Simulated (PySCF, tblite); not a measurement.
# C₇H₁₀FNSi: geometry, infrared bands and NMR shifts

Aim: predict the infrared bands and NMR shifts of C₇H₁₀FNSi (`C#C[Si@@](F)(C#CC)N(C)C`).

The runs use tblite 0.8.0 and PySCF 2.14.0, with density-fitted response routines of our own; the level of theory stands in each step. All values are computed, except where a source is named. Atoms count from 0, in the outputs and in this text.

## Step 1: The molecule as given

20 atoms, charge 0, multiplicity 1; geometry from: force field or distance geometry start.

Bonds of the start (Å): C0–C1 1.20, C1–Si2 1.87, Si2–F3 1.62, Si2–C4 1.87, C4–C5 1.20, C5–C6 1.46, Si2–N7 1.73, N7–C8 1.48, N7–C9 1.47, C0–H10 1.06, C6–H11 1.09, C6–H12 1.09, C6–H13 1.10, C8–H14 1.10, C8–H15 1.09, C8–H16 1.10, C9–H17 1.09, C9–H18 1.09, C9–H19 1.10.

## Step 2: Optimising the geometry with GFN2-xTB

What the job is given:

```
{"job": {"kind": "relax", "xc": "GFN2-xTB", "basis": "xTB"}, "charge": 0, "multiplicity": 1}
C      0.567500     3.717800     0.563000
C      0.266600     2.667000     0.062900
Si    -0.172600     1.010600    -0.686000
F     -0.597600     1.255100    -2.228800
C      1.215300    -0.234400    -0.625200
C      2.103800    -1.037600    -0.595400
C      3.196200    -2.012500    -0.551200
N     -1.563300     0.355700     0.110200
C     -2.366400    -0.679300    -0.568100
C     -1.533200     0.047900     1.545400
H      0.807800     4.659700     0.995200
H      3.411400    -2.402800    -1.546500
H      4.103800    -1.562900    -0.138700
H      2.933100    -2.864100     0.088100
H     -2.595700    -0.387300    -1.604500
H     -1.864200    -1.645900    -0.566400
H     -3.343400    -0.800500    -0.076700
H     -1.100000     0.872100     2.116400
H     -2.539200    -0.097400     1.947900
H     -0.935000    -0.850700     1.755300
```

Run with:

```sh
$ OMP_NUM_THREADS=1 python probes_run.py task.json out
```

This one command runs all jobs of the session in turn.

**Question.** This job is followed by: GFN2-xTB harmonic vibrations, gas phase; GIAO PBE0/pcSseg-1 NMR shielding, non-relativistic, gas phase. Predict these results of the whole session: strongest single infrared mode (GFN2-xTB); zero-point energy (GFN2-xTB); 13C shifts against TMS (PBE0/pcSseg-1, means over atoms taken as alike); 1H shifts against TMS (PBE0/pcSseg-1, means over atoms taken as alike); 29Si shifts against TMS (PBE0/pcSseg-1); 19F shifts against CFCl3 (PBE0/pcSseg-1); 15N shifts against NH3 (PBE0/pcSseg-1).

As calculated:

| quantity | value |
| --- | --- |
| strongest single infrared mode (GFN2-xTB) | 2326 cm⁻¹, 261 km/mol |
| zero-point energy (GFN2-xTB) | 93.6 kcal/mol |
| 13C shifts against TMS (PBE0/pcSseg-1, means over atoms taken as alike) | 109.5, 98.7, 88.1, 84.2, 37.9, 5.6 ppm |
| 1H shifts against TMS (PBE0/pcSseg-1, means over atoms taken as alike) | 2.67, 2.05, 1.76 ppm |
| 29Si shifts against TMS (PBE0/pcSseg-1) | -62.7 ppm |
| 19F shifts against CFCl3 (PBE0/pcSseg-1) | -164.8 ppm |
| 15N shifts against NH3 (PBE0/pcSseg-1) | 34.1 ppm |

What this shows: The optimisation took 103 steps and gained 0.176 eV; among the close pairs (by a distance rule), N7–C8 changed most, from 1.475 to 1.442 Å. The lowest mode is imaginary (20i cm⁻¹), so the xTB geometry is not a minimum. The strongest single mode, at 2326 cm⁻¹, moves mainly C5 and C4. GFN2-xTB is a fitted tight-binding method: band positions and strengths are rough. Its intensities can rank the bands wrongly. The most deshielded hydrogen is H14, H15, H16, H17, H18, H19 (mean) (hydrogen on a methyl carbon bonded to N), at 2.67 ppm: its carbon carries N, hence the downfield position.
